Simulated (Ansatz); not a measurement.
# C₃H₄BCl: a ladder of functionals and wavefunction methods

An exercise on one series of results from a longer session: the logs are not shown, and one member is left open.

The runs use Ansatz 0.2.0, Gaussian basis; functionals in def2-TZVPP, the program's frozen cores in correlated methods.

Plan: LDA (SPW92), PBE-D4, revPBE-D4, BLYP-D4, r2SCAN-D4, B97M-V, PBE0-D4, B3LYP-D4, r2SCANh-D4, r2SCAN0-D4, HSE06-D4, BHLYP-D4, CAM-B3LYP-D4, LC-ωPBE, ωB97X-V, ωB97M-V, B2PLYP, PBE-QIDH; CCSD(T)/def2-SVP; CCSD(T)/def2-TZVPP; MP2/def2-QZVPP; extrapolation to the limit; RPA on PBE.

## The relaxed structure

An earlier PBE0-D4 in a triple-zeta def2 set relaxation fixed the geometry.

9 atoms, charge 0, spin multiplicity 1.

Atoms are counted from 1 here; the program's logs count them from 0.

Bond lengths: B1–C2 1.580 Å, B1–Cl3 1.907 Å, B1–H6 1.203 Å, B1–H7 1.203 Å, C2–C4 1.386 Å, C2–C5 1.386 Å, C4–C5 1.332 Å, C4–H8 1.079 Å, C5–H9 1.079 Å. Angles: C2–B1–Cl3 93.2°, C2–B1–H6 111.8°, C2–B1–H7 111.8°, Cl3–B1–H6 110.7°, Cl3–B1–H7 110.7°, H6–B1–H7 116.3°, B1–C2–C4 150.9°, B1–C2–C5 150.9°, C4–C2–C5 57.4°, C2–C4–C5 61.3°, C2–C4–H8 149.0°, C5–C4–H8 149.7°, C2–C5–C4 61.3°, C2–C5–H9 149.0°, C4–C5–H9 149.7°.

The first run:

in.yaml

```yaml
crystal:
  periodic: [false, false, false]
  atoms:
    - {symbol: B, position_ang: [0.674592, 0.470355, -1.181333]}
    - {symbol: C, position_ang: [-0.215877, 0.014758, 0.041172]}
    - {symbol: Cl, position_ang: [2.276955, -0.217232, -0.409830]}
    - {symbol: C, position_ang: [-0.919592, -0.961154, 0.729230]}
    - {symbol: C, position_ang: [-0.704122, 0.211281, 1.323376]}
    - {symbol: H, position_ang: [0.727332, 1.668462, -1.273258]}
    - {symbol: H, position_ang: [0.394865, -0.129840, -2.185445]}
    - {symbol: H, position_ang: [-1.331208, -1.957851, 0.756780]}
    - {symbol: H, position_ang: [-0.814347, 0.854722, 2.182111]}
basis:
  gaussian: {orbitals: def2-TZVPP}
hamiltonian: {xc: lda}
output: {orbitals: {seedname: orbitals}}
```

Started as:

```console
ansatz run in.yaml --threads 2 --pin off --events-out ev --progress --plain --max-ram 4352MiB
```

Among the steps run: LDA; PBE-D4 (GGA); revPBE-D4 (GGA); BLYP-D4 (GGA); r2SCAN-D4 (meta-GGA); B97M-V (meta-GGA); B3LYP-D4 (hybrid); r2SCANh-D4 (hybrid); r2SCAN0-D4 (hybrid); HSE06-D4 (hybrid); BHLYP-D4 (hybrid); CAM-B3LYP-D4 (range-separated); LC-ωPBE (range-separated); ωB97X-V (range-separated); ωB97M-V (range-separated); B2PLYP (double hybrid); PBE-QIDH (double hybrid).

One table of the session follows, with a row left open; its other results are not shown here.

It belongs to the step «Orbital energies across the functionals». 

```
  functional  HOMO (eV)  LUMO (eV)  gap (eV)
 LDA (SPW92)      -5.93      -3.51      2.41
      PBE-D4      -5.84      -3.26      2.58
   revPBE-D4      -5.79      -3.16      2.63
     BLYP-D4      -5.72      -3.11      2.61
   r2SCAN-D4      -6.11      -2.97      3.14
      B97M-V      -6.18      -2.86      3.32
     PBE0-D4      -7.11      -2.16      4.96
    B3LYP-D4      -6.89      -2.40      4.49
  r2SCANh-D4      -6.58      -2.57      4.01
  r2SCAN0-D4      -7.30      -1.98      5.32
    HSE06-D4          ?          ?         ?
    BHLYP-D4      -8.31      -0.95      7.36
CAM-B3LYP-D4      -8.47      -0.98      7.49
     LC-ωPBE      -9.83       0.24     10.07
     ωB97X-V      -9.48       0.18      9.66
     ωB97M-V      -9.34       0.06      9.40
```

Estimate the missing values for HSE06-D4.

As computed: HOMO (eV): -6.71; LUMO (eV): -2.54; gap (eV): 4.17. In the column «HOMO (eV)» it lies between B3LYP-D4 (-6.89) and r2SCANh-D4 (-6.58).
